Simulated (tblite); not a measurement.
# C4H5AsBN: the cost of one run

Computed with tblite 0.8.0 and PySCF 2.14.0, with density-fitted response routines of our own, on a single molecule in the gas phase. Atoms count from 0, in the outputs and in this text.

### Step 1. The starting structure

12 atoms, charge 0, multiplicity 1; geometry from: force field or distance geometry start.

Bonds of the start (Å): C0–C1 1.46, C1–C2 1.22, C2–B3 1.55, B3–As4 2.03, B3–C5 1.55, C5–N6 1.18, C0–H7 1.12, C0–H8 1.13, C0–H9 1.10, As4–H10 1.54, As4–H11 1.57.

### Step 2. Relaxing the molecule with GFN2-xTB

Job settings and geometry (Å):

```
{"job": {"kind": "relax", "xc": "GFN2-xTB", "basis": "xTB"}, "charge": 0, "multiplicity": 1}
C     -2.684700     0.430600     1.094300
C     -1.389000     0.155300     0.479000
C     -0.290600    -0.080400     0.011800
B      1.104200    -0.368200    -0.595300
As     2.005500     1.221400    -1.476000
C      2.047600    -1.397800     0.073800
N      2.763100    -2.177300     0.590500
H     -3.170700     1.248400     0.504500
H     -2.536000     0.812200     2.144400
H     -3.255500    -0.506000     1.128000
H      3.445100     1.312700    -0.940500
H      1.962200     1.112900    -3.040500
```

Started as:

```
OMP_NUM_THREADS=1 python probes_run.py task.json out
```

This one command runs all jobs of the session in turn.

**Question.** How long does this first job take on 1 thread of Arm Neoverse N1, shared host, and how much memory does it need?

About 1.1 s, with a peak of 0.18 GiB.
